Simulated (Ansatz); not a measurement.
# Cl2H2OSn: the cost of one run

Method: RKS PBE0-D4/def2-SVP, in Ansatz 0.2.0.

### Step 1. The starting structure

Bond lengths: Sn1–H2 1.740 Å, Sn1–Cl3 2.410 Å, Sn1–O4 1.959 Å, O4–H5 1.010 Å, Sn1–Cl6 2.408 Å. Angles: H2–Sn1–Cl3 109.4°, H2–Sn1–O4 109.5°, H2–Sn1–Cl6 109.5°, Cl3–Sn1–O4 109.5°, Cl3–Sn1–Cl6 109.5°, O4–Sn1–Cl6 109.5°, Sn1–O4–H5 109.5°.

Coordinates:

```xyz
6

Sn    0.0000    0.0000    0.0000
H     0.0000    0.0000    1.7400
Cl    2.2726    0.0000   -0.8025
O    -0.9232    1.5994   -0.6527
H    -1.8810    1.3686   -0.8751
Cl   -1.1351   -1.9666   -0.8025
```

### Step 2. Relaxing the start

input.yaml

```yaml
crystal:
  periodic: [false, false, false]
  atoms:
    - { symbol: Sn, position_ang: [0.0, 0.0, 0.0] }
    - { symbol: H, position_ang: [0.0, 0.0, 1.74] }
    - { symbol: Cl, position_ang: [2.2726, 0.0, -0.8025] }
    - { symbol: O, position_ang: [-0.9232, 1.5994, -0.6527] }
    - { symbol: H, position_ang: [-1.881, 1.3686, -0.8751] }
    - { symbol: Cl, position_ang: [-1.1351, -1.9666, -0.8025] }
basis:
  gaussian: { orbitals: def2-SVP }
hamiltonian:
  xc: pbe0
  dispersion: d4
relax:
  f_tol: 0.02
  max_steps: 40
```

On the command line:

```console
ansatz run input.yaml --threads 1 --pin off --max-ram 2048MiB --backend cpu --events-out ev --progress --plain --runs-dir out
```

**Question.** How long does this run take on 1 thread of Arm Neoverse V2, shared host, and how much memory does it need?

About 54 s, with a peak of 0.19 GiB.
